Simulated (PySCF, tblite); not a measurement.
**C₃H₅F₃GeO₂: geometry, infrared bands and NMR shifts**

Wanted: the infrared bands and NMR shifts of C₃H₅F₃GeO₂ (`C=C([O][GeH3])OC(F)(F)F`), by calculation.

Computed with tblite 0.8.0 and PySCF 2.14.0, with density-fitted response routines of our own, on a single molecule in the gas phase. Atoms are numbered from 0 throughout.

## 1. The starting structure

14 atoms, charge 0, multiplicity 1; geometry from: force field or distance geometry start.

Bonds of the start (Å): C0–C1 1.31, C1–O2 1.39, O2–Ge3 1.80, C1–O4 1.39, O4–C5 1.41, C5–F6 1.39, C5–F7 1.37, C5–F8 1.38, C0–H9 1.10, C0–H10 1.08, Ge3–H11 1.57, Ge3–H12 1.53, Ge3–H13 1.55.

## 2. Geometry optimisation with GFN2-xTB

What the job is given:

```
{"job": {"kind": "relax", "xc": "GFN2-xTB", "basis": "xTB"}, "charge": 0, "multiplicity": 1}
C     -0.886600    -0.077300    -1.766900
C     -0.059900    -0.074800    -0.750800
O      1.306300    -0.035300    -1.021600
Ge     2.475200     0.041200     0.350400
O     -0.441500    -0.130100     0.586200
C     -1.754300     0.032600     1.065500
F     -1.671700    -0.089400     2.450700
F     -2.270500     1.272700     0.795800
F     -2.615000    -0.937200     0.599900
H     -1.976200    -0.110300    -1.649100
H     -0.471700    -0.035200    -2.765000
H      3.365900    -1.239200     0.206900
H      3.292100     1.327600     0.173900
H      1.707000     0.054300     1.701900
```

On the command line:

```sh
> OMP_NUM_THREADS=1 python probes_run.py task.json out
```

The driver reads the jobs from task.json and runs them one after another.

**Question.** This job is followed by: GFN2-xTB harmonic vibrations, gas phase; GIAO PBE0/pcSseg-1 NMR shielding, non-relativistic, gas phase. What will the session give for the following? strongest single infrared mode (GFN2-xTB); zero-point energy (GFN2-xTB); 13C shifts against TMS (PBE0/pcSseg-1); 1H shifts against TMS (PBE0/pcSseg-1, means over atoms taken as alike); 17O shifts against H2O (PBE0/pcSseg-1); 73Ge shifts against GeMe4 (PBE0/pcSseg-1); 19F shifts against CFCl3 (PBE0/pcSseg-1, means over atoms taken as alike).

**Answer**, as computed:

| quantity | value |
| --- | --- |
| strongest single infrared mode (GFN2-xTB) | 1173 cm⁻¹, 799 km/mol |
| zero-point energy (GFN2-xTB) | 47.1 kcal/mol |
| 13C shifts against TMS (PBE0/pcSseg-1) | 162.9, 128.3, 69.7 ppm |
| 1H shifts against TMS (PBE0/pcSseg-1, means over atoms taken as alike) | 5.04, 4.07, 3.99 ppm |
| 17O shifts against H2O (PBE0/pcSseg-1) | 188.1, 103.1 ppm |
| 73Ge shifts against GeMe4 (PBE0/pcSseg-1) | -81 ppm |
| 19F shifts against CFCl3 (PBE0/pcSseg-1, means over atoms taken as alike) | -72.5 ppm |

In words: Relaxing lowered the energy by 0.761 eV in 157 steps; the close pair that moved most is O4–C5, from 1.407 to 1.320 Å. All 36 modes are real, so the xTB geometry is a minimum. The strongest single mode, at 1173 cm⁻¹, has its largest shares on C1, O4, O2 and C5 (the list is cut at 4 atoms). GFN2-xTB is a fitted tight-binding method: band positions and strengths are rough. Its intensities can rank the bands wrongly. The most deshielded carbon is C1 (alkene carbon bearing oxygen), at 162.9 ppm: an sp2 carbon further deshielded by the attached heteroatom. At PBE0/pcSseg-1: The largest span, 285 ppm, is at Ge3, where the paramagnetic term is -1345 ppm. Spin-orbit coupling is left out, which matters for shieldings and couplings at and beside the heavy atoms.
